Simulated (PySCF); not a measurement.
# One shape, several levels: C3H7AlO (SMILES C=[CH][AlH][O]C)

Aim: a comparison of 6 runs (HF/STO-3G, HF/3-21G, B3LYP/6-31G*, TPSS/6-31+G*, M06-2X/cc-pVDZ) of C3H7AlO. Input form: a Python script.

Program for the calculation: PySCF 2.14.0.

## 1. The structure to begin with

C3H7AlO has 12 atoms, charge 0, and is taken as a singlet. As SMILES, `C=[CH][AlH][O]C`. Geometry: a GFN2-xTB relaxation, a rough one for these elements and not checked as a minimum. This is one conformer, not always the lowest.

Bond lengths: C1–C2 1.332 Å, C2–Al3 1.987 Å, Al3–O4 1.647 Å, O4–C5 1.399 Å, C1–H6 1.084 Å, C1–H7 1.082 Å, C2–H8 1.091 Å, Al3–H9 1.533 Å, C5–H10 1.093 Å, C5–H11 1.093 Å, C5–H12 1.092 Å. Some angles: C1–C2–Al3 122.5°, C2–Al3–O4 124.2°, Al3–O4–C5 179.7°, C1–C2–H8 117.2°, Al3–C2–H8 120.3°, C2–C1–H6 123.6°, C2–C1–H7 121.1°, C2–Al3–H9 121.4°, O4–Al3–H9 114.4°, O4–C5–H10 110.0°.

## 2. Energy and forces at HF/STO-3G (run 1)

File run.py:

```python
import pyscf.grad
from pyscf import gto, scf

molecule = gto.M(
    atom='''
C       -2.337770       0.057970       0.392920
C       -1.541460      -0.691640       1.153890
Al       0.424830      -0.778410       0.881100
O        1.234130       0.043930      -0.294300
C        1.926660       0.737510      -1.292930
H       -3.411640       0.117310       0.524560
H       -1.936720       0.657480      -0.414240
H       -2.012720      -1.271080       1.949140
H        1.317950      -1.642700       1.777790
H        2.229590       1.719910      -0.923050
H        1.288300       0.870310      -2.169600
H        2.818860       0.179410      -1.585270
''',
    verbose=4,
    spin=0,
    max_memory=1860,
    basis='sto-3g',
)

mf = scf.RHF(molecule)
mf.conv_tol = 1e-10
mf.kernel()
if not mf.converged:
    mf = mf.newton().run(mf.mo_coeff, mf.mo_occ)

e_final = mf.e_tot
print('E(%s) = %.9f' % ('HF', e_final))
grad = mf.Gradients().kernel()
mf.analyze()
```

Run with:

```bash
$ OMP_NUM_THREADS=1 python run.py
```

Standard output:

```text
PySCF version 2.14.0

[... 81 lines left out ...]
Nuclear Repulsion Energy =             198.949503859378154
[... 9 lines left out ...]
MO #4   energy= -10.9853307236304  occ= 2
[... 7 lines left out ...]
MO #12  energy= -0.853314235681809 occ= 2
[... 7 lines left out ...]
MO #20  energy= -0.348697729407836 occ= 2
[... 7 lines left out ...]
MO #28  energy= 0.668996139198376  occ= 0
[... 7 lines left out ...]
MO #36  energy= 1.04713699200983   occ= 0
[... 51 lines left out ...]
Dipole moment(X, Y, Z, Debye):  0.34085,  0.02639, -0.08891
```

It took 4.8 s on 1 thread of Intel Xeon at 2.70GHz, shared host; peak memory 0.12 GiB.

## 3. Energy and gradient at HF/3-21G (run 2)

File job.py:

```python
# C=[CH][AlH][O]C
from pyscf import gto

mol = gto.M(
    atom='''
C     -2.337770     0.057970     0.392920
C     -1.541460    -0.691640     1.153890
Al     0.424830    -0.778410     0.881100
O      1.234130     0.043930    -0.294300
C      1.926660     0.737510    -1.292930
H     -3.411640     0.117310     0.524560
H     -1.936720     0.657480    -0.414240
H     -2.012720    -1.271080     1.949140
H      1.317950    -1.642700     1.777790
H      2.229590     1.719910    -0.923050
H      1.288300     0.870310    -2.169600
H      2.818860     0.179410    -1.585270
''',
    charge=0,
    basis='3-21g',
    verbose=4,
    spin=0,
    max_memory=1860,
)

mf = mol.RHF()
mf.conv_tol = 1e-10
mf.kernel()
if not mf.converged:
    mf = mf.newton().run(mf.mo_coeff, mf.mo_occ)

e_final = mf.e_tot
print('E = %.10f Eh' % e_final)
grad = mf.nuc_grad_method().kernel()
dip = mf.dip_moment()
pop, q = mf.mulliken_pop()
```

Run with:

```bash
$ OMP_NUM_THREADS=1 python job.py
```

Standard output:

```text
PySCF version 2.14.0

[... 68 lines left out ...]
converged SCF energy = -432.090055797818
[... 12 lines left out ...]
Dipole moment(X, Y, Z, Debye): -0.20392,  0.85491, -1.01773
[... 76 lines left out ...]
charge of   11H =      0.17796
```

Wall time 3.3 s (1 thread of Intel Xeon at 2.70GHz, shared host); peak memory 0.13 GiB.

Runs 3 to 5 aren't shown in full; the table further down has their settings and results.

## 4. Energy and gradient at M06-2X/cc-pVDZ (run 6)

File mol.xyz:

```xyz
12

C     -2.337770     0.057970     0.392920
C     -1.541460    -0.691640     1.153890
Al     0.424830    -0.778410     0.881100
O      1.234130     0.043930    -0.294300
C      1.926660     0.737510    -1.292930
H     -3.411640     0.117310     0.524560
H     -1.936720     0.657480    -0.414240
H     -2.012720    -1.271080     1.949140
H      1.317950    -1.642700     1.777790
H      2.229590     1.719910    -0.923050
H      1.288300     0.870310    -2.169600
H      2.818860     0.179410    -1.585270
```

File calc.py:

```python
from pyscf import gto, dft

molecule = gto.Mole()
molecule.atom = 'mol.xyz'
molecule.max_memory = 1860
molecule.basis = 'cc-pvdz'
molecule.spin = 0
molecule.verbose = 3
molecule.build()

mf = dft.RKS(molecule)
mf.xc = 'm06-2x'
mf.conv_tol = 1e-10
mf.grids.level = 5
mf.kernel()
if not mf.converged:
    mf = mf.newton().run(mf.mo_coeff, mf.mo_occ)

etot = mf.e_tot
print(f'total energy: {etot:.8f} hartree')
grad = mf.nuc_grad_method().kernel()
mf.analyze()
```

Run with:

```bash
$ OMP_NUM_THREADS=1 python calc.py
```

Standard output:

```text
converged SCF energy = -436.076621352217
[... 23 lines left out ...]
MO #14  energy= -0.555586610369001 occ= 2
[... 18 lines left out ...]
MO #33  energy= 0.197044910026722  occ= 0
[... 18 lines left out ...]
MO #52  energy= 0.664298313416021  occ= 0
[... 18 lines left out ...]
MO #71  energy= 1.38698548232664   occ= 0
[... 18 lines left out ...]
MO #90  energy= 1.94804173741531   occ= 0
[... 18 lines left out ...]
MO #109 energy= 3.26134102725474   occ= 0
[... 13 lines left out ...]
Dipole moment(X, Y, Z, Debye): -0.16057,  0.76544, -0.89938
```

Wall time 1.8 min (1 thread of Intel Xeon at 2.70GHz, shared host); peak memory 1.1 GiB.

## 5. Overview of the runs

| run | level | integration grid | Cartesian functions | energy (Eh) | dipole moment (D) | HOMO energy (eV) | LUMO energy (eV) | wall time |
| --- | --- | --- | --- | --- | --- | --- | --- | --- |
| 1 | HF/STO-3G | – | no | -429.124083 | 0.35 | -7.41 | 8.08 | 4.8 s |
| 2 | HF/3-21G | – | no | -432.090056 | 1.34 | -10.11 | 2.26 | 3.3 s |
| 3 | B3LYP/6-31G* (spherical functions) | 5 | no | -436.186343 | 1.30 | -7.01 | -0.92 | 80 s |
| 4 | B3LYP/6-31G* (Cartesian functions) | 5 | yes | -436.191456 | 1.30 | -7.01 | -0.92 | 56 s |
| 5 | TPSS/6-31+G* (spherical functions) | 5 | no | -436.225918 | 1.31 | -6.22 | -1.70 | 1.9 min |
| 6 | M06-2X/cc-pVDZ | 5 | no | -436.076621 | 1.19 | -8.58 | -0.18 | 1.8 min |

## 6. Outcome

| quantity | value |
| --- | --- |
| run 6: total energy | -436.07662 Eh |
| run 6: dipole moment | 1.19 D |
| run 6: HOMO energy | -8.58 eV |
| run 6: LUMO energy | -0.18 eV |
| run 6: HOMO–LUMO gap | 8.39 eV |
| run 6: largest force on an atom | 1.702 eV/Å |

The dipole moment (its size) runs from 0.35 D (HF/STO-3G) to 1.34 D (HF/3-21G). The HOMO–LUMO gap runs from 4.52 eV (TPSS/6-31+G*) to 15.49 eV (HF/STO-3G). The two ends differ in method and basis. Totals of different functionals can't be ranked against each other. In run 1 the basis is minimal, so the values are rough. All runs together took 6.1 min, the longest 1.9 min.
